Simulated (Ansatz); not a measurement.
# Te2Au (Calaverite): the cost of one run

All numbers are computed with the Python package of Ansatz 0.2.0. Level of theory: DFT PBEsol, plane waves, PAW.

**1. Starting point**

Symmetry: P-3m1, No. 164, trigonal system. The conventional cell has a = 4.078 Å, b = 4.078 Å, c = 5.000 Å, α = 90.00°, β = 90.00°, γ = 120.00°. Te (site symmetry 3m) is surrounded by 3 Au at 2.77 Å and 3 Te at 3.13 Å. Around Au (site symmetry -3m) lie 6 Te at 2.77 Å.

The script holds or builds the structure itself.

**2. The script**

The input, run_phonons.py:

```python
# -*- coding: utf-8 -*-
'''Phonons of Te2Au by finite displacements.'''

from pathlib import Path
import logging
import sys

import ansatz as az
import numpy as np

logging.basicConfig(stream=sys.stdout, format='%(levelname)s:%(name)s:%(message)s')
logger = logging.getLogger('te2au')
logger.setLevel(logging.INFO)

vectors = np.array([
    [4.078, 0.0, 0.0],
    [-2.039, 3.53165, 0.0],
    [0.0, 0.0, 5.0],
])
structure = (
    az.Lattice.of(vectors)
    .atom('Te', (2 / 3, 1 / 3, 0.2932))
    .atom('Te', (1 / 3, 2 / 3, 0.7068))
    .atom('Au', (0.0, 0.0, 0.0))
)

# the cell itself: zone-centre modes alone
model = structure.calculation()
model = model.functional(az.Functional.PBESOL)
model = model.basis(450)
model = model.occupations('Fermi-Dirac', width=0.1)
model = model.kpoints(9, 9, 7).phonons('fd', supercell=1)
outcome = model.run(threads=1, pin='off', runs_dir='out')
folder = Path(outcome.output_folder) / 'results'
ph = outcome.phonons

print('modes at Gamma (1/cm):', np.round(ph.gamma_omega_inv_cm, 1) + 0.0)
logger.info(f'{ph.n_members} displaced supercells, sum-rule residual {ph.asr_residual_pre_ev_ang2:.1e} eV/A^2')
optical = np.sort(ph.gamma_omega_inv_cm)
print('imaginary modes at Gamma:', int((optical < -10).sum()), '- highest mode', round(float(optical[-1]), 1), '1/cm')
```

**3. The calls as engine input**

The engine receives this input:

```yaml
crystal:
  lattice:
    - [4.078, 0.0, 0.0]
    - [-2.039, 3.53165, 0.0]
    - [0.0, 0.0, 5.0]
  atoms:
    - { symbol: Te, position: [0.6666666666666666, 0.3333333333333333, 0.2932] }
    - { symbol: Te, position: [0.3333333333333333, 0.6666666666666666, 0.7068] }
    - { symbol: Au, position: [0.0, 0.0, 0.0] }
basis:
  ecutwfc: 450.0
kpoints:
  mp_grid:
    grid: [9, 9, 7]
hamiltonian:
  xc: pbesol
scf:
  occupations:
    method: fermi_dirac
    width: 0.1
phonons:
  method: fd
  supercell: [1, 1, 1]
```

**4. Launch**

Started as:

```bash
> python run_phonons.py
```

Q: Estimate wall time and peak memory on 1 thread of Intel Xeon Platinum 8259CL at 2.50GHz (Skylake/Cascade Lake), shared host.

About 84 s, with a peak of 0.72 GiB.
